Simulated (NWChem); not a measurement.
# PBE0/6-311+G(d,p) run of CF4 (tetrafluoromethane)

Aim: the electronic atomisation energy of CF4 (tetrafluoromethane) at PBE0/6-311+G**, from 3 runs. 

Program for the calculation: NWChem 7.3.0.

7 further runs of the same task are left out: 6 that didn't finish, 1 set aside as unsound or not needed.

## (1) Starting point

CF4 has 5 atoms, charge 0, and is taken as a singlet. SMILES: `FC(F)(F)F`. The shape is that of a PBE0-D4/def2-TZVP optimisation.

Bond lengths: F1–C2 1.318 Å, C2–F3 1.318 Å, C2–F4 1.318 Å, C2–F5 1.318 Å. Angles: F1–C2–F3 109.5°, F1–C2–F4 109.5°, F1–C2–F5 109.5°, F3–C2–F4 109.5°, F3–C2–F5 109.5°, F4–C2–F5 109.5°.

## (2) A single-point energy at PBE0/6-311+G(d,p)

File mymol.nw:

```
start mymol
memory stack 880 mb heap 220 mb global 1100 mb

geometry noautosym nocenter noautoz
F     -0.850100     0.025300     0.989500
C      0.010000    -0.014700    -0.008300
F      1.157500    -0.501300     0.420100
F     -0.464000    -0.786000    -0.966200
F      0.196600     1.203000    -0.476700
end

basis spherical bse
* library 6-311+G**
end

dft
xc pbe0
grid lebedev 50 8
convergence energy 1e-08
maxiter 100
mulliken
print low
end

task dft energy
```

Run with:

```
$ nwchem mymol.nw > mymol.out
```

Standard output:

```text
[...]
 d= 0,ls=0.0,diis     1   -436.9931713180 -6.43D+02  1.33D-02  2.39D+00     1.4
[...]
 d= 0,ls=0.0,diis     7   -437.2109718780 -4.41D-09  3.04D-07  2.10D-09     7.2
         Total DFT energy =     -437.210971878018
      One electron energy =    -1017.199172246718
           Coulomb energy =      420.680968124679
    Exchange-Corr. energy =      -46.912837905803
 Nuclear repulsion energy =      206.220070149824
[...]
      Total Density - Mulliken Population Analysis
     ---------------------------------------------
    Atom       Charge   Shell Charges
 -----------   ------   -------------------------------------------------------
    1 F    9     9.13   1.08  0.92  1.17  1.09  2.37  0.88  1.60 -0.03  0.06  0.01
    2 C    6     5.48   1.10  0.89  0.54  0.79  1.43 -0.08  0.32  0.02  0.08  0.39
    3 F    9     9.13   1.08  0.92  1.17  1.09  2.37  0.88  1.60 -0.03  0.06  0.01
    4 F    9     9.13   1.08  0.92  1.17  1.09  2.37  0.88  1.60 -0.03  0.06  0.01
    5 F    9     9.13   1.08  0.92  1.17  1.09  2.37  0.88  1.60 -0.03  0.06  0.01
[...]
```

Wall time 7.8 s (1 thread of AMD EPYC 9R14 (Zen 4), shared host); peak memory 0.11 GiB.

## (3) The C atom at the same level

File c.nw:

```
echo
start c
title "C"
memory 2200 mb

geometry noautosym nocenter noautoz
 C     0.000000    0.000000    0.000000
end

basis spherical bse
 * library 6-311+G**
end

dft
 xc pbe0
 mult 3
 grid lebedev 50 8
 convergence energy 1e-08
 maxiter 100
 mulliken
 noprint "final vectors analysis"
end

task dft energy
```

Run the same way, it converges to -37.80297 Eh (log not shown).

## (4) The F atom, same level

File f.xyz:

```xyz
1

F      0.000000     0.000000     0.000000
```

File f.nw:

```
start f
memory total 2200 mb
geometry units angstrom noautosym nocenter noautoz
  load format xyz f.xyz
end
basis spherical bse
  F library 6-311+G**
end
dft
  xc pbe0
  mult 2
  grid lebedev 50 8
  convergence energy 1e-08
  maxiter 100
  mulliken
  noprint "final vectors analysis"
end
task dft energy
```

Run with:

```
$ nwchem f.nw > f.out
```

Standard output:

```text
[...]
          Wavefunction type:  spin polarized.
          No. of atoms     :     1
          No. of electrons :     9
[...]
          Charge           :     0
          Spin multiplicity:     2
[...]
          AO basis - number of functions:    22
[...]
              XC Information
              --------------
                         PBE0 Method XC Functional
                     Hartree-Fock (Exact) Exchange  0.250
          PerdewBurkeErnzerhof Exchange Functional  0.750
            Perdew 1991 LDA Correlation Functional  1.000 local
           PerdewBurkeErnz. Correlation Functional  1.000 non-local
[...]
 d= 0,ls=0.0,diis     1    -99.6556409324 -9.97D+01  3.84D-03  7.75D-02     0.1
[...]
 d= 0,ls=0.0,diis     7    -99.6660278767 -9.41D-10  5.35D-08  4.42D-12     0.2
[...]
         Total DFT energy =      -99.666027876748
      One electron energy =     -139.134334385616
           Coulomb energy =       49.747378529560
    Exchange-Corr. energy =      -10.279072020692
 Nuclear repulsion energy =        0.000000000000
[...]
      Total Density - Mulliken Population Analysis
     ---------------------------------------------
    Atom       Charge   Shell Charges
 -----------   ------   -------------------------------------------------------
    1 F    9     9.00   1.08  0.92  1.14  1.14  2.22  0.87  1.52 -0.01  0.12  0.00
     --------------------------------------------
      Spin Density - Mulliken Population Analysis
     --------------------------------------------
    Atom       Charge   Shell Charges
 -----------   ------   -------------------------------------------------------
    1 F    9     1.00  -0.00  0.00  0.25  0.02  0.48 -0.02  0.27 -0.01  0.00  0.00
[...]
      <S2> =      0.7513 (Exact =     0.7500)
[...]
```

Run time: 0.74 s. Hardware: 1 thread of AMD EPYC 9R14 (Zen 4), shared host; peak memory 0.1 GiB.

## (5) Outcome

At PBE0/6-311+G**:

```
                     quantity          value
       molecule: total energy  -437.21097 Eh
         C atom: total energy   -37.80297 Eh
                 C atom: ⟨S²⟩          2.003
         F atom: total energy   -99.66603 Eh
                 F atom: ⟨S²⟩          0.751
electronic atomisation energy      20.242 eV
```

What this shows: Taking the molecule apart into free atoms costs 20.24 eV (467 kcal/mol), before zero-point energy and without spin-orbit coupling. Mulliken charges (molecule) run from -0.13 on F1 to +0.52 on C2; in a basis this large or diffuse they mean little.
